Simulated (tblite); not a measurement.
# C6H14OSSi: the cost of one run

Computed with tblite 0.8.0 and PySCF 2.14.0, with density-fitted response routines of our own, on a single molecule in the gas phase. Atoms count from 0, in the outputs and in this text.

## (1) Starting geometry

23 atoms, charge 0, multiplicity 1; geometry from: force field or distance geometry start.

Bonds of the start (Å): C0–C1 1.54, C1–S2 1.82, S2–C3 1.82, C3–C4 1.49, C4–C5 1.52, C5–Si6 1.88, Si6–O7 1.69, Si6–C8 1.88, C8–C3 1.51, C0–H9 1.11, C0–H10 1.11, C0–H11 1.11, C1–H12 1.11, C1–H13 1.10, C3–H14 1.11, C4–H15 1.12, C4–H16 1.10, C5–H17 1.11, C5–H18 1.10, Si6–H19 1.46, O7–H20 1.01, C8–H21 1.10, C8–H22 1.10.

## (2) Optimising the geometry with GFN2-xTB

What the job is given:

```
{"job": {"kind": "relax", "xc": "GFN2-xTB", "basis": "xTB"}, "charge": 0, "multiplicity": 1}
C      3.642400    -0.330700     0.489100
C      2.666500     0.853300     0.402000
S      1.024800     0.379500     1.019500
C     -0.128700     0.239700    -0.380300
C     -1.321500     1.122500    -0.225000
C     -2.208700     0.546500     0.868800
Si    -2.285700    -1.197700     0.172700
O     -3.486100    -1.199000    -1.017500
C     -0.574000    -1.182600    -0.606400
H      4.232300    -0.184200     1.417500
H      4.266200    -0.293000    -0.430200
H      3.009600    -1.239300     0.535900
H      3.037500     1.656800     1.080200
H      2.553700     1.210100    -0.628600
H      0.400700     0.563800    -1.300500
H     -1.961000     1.121700    -1.140100
H     -1.083300     2.161300     0.058700
H     -1.689400     0.558100     1.853100
H     -3.192000     1.036400     0.889600
H     -2.431000    -2.213700     1.204900
H     -3.891700    -0.279900    -1.067000
H     -0.643400    -1.471200    -1.660700
H      0.058000    -1.831200     0.020300
```

Started as:

```bash
$ OMP_NUM_THREADS=1 python probes_run.py task.json out
```

One launch serves the whole session: the jobs run in the order shown.

**Question.** How long does this first job take on 1 thread of Arm Neoverse N1, shared host?

About 2.7 s.
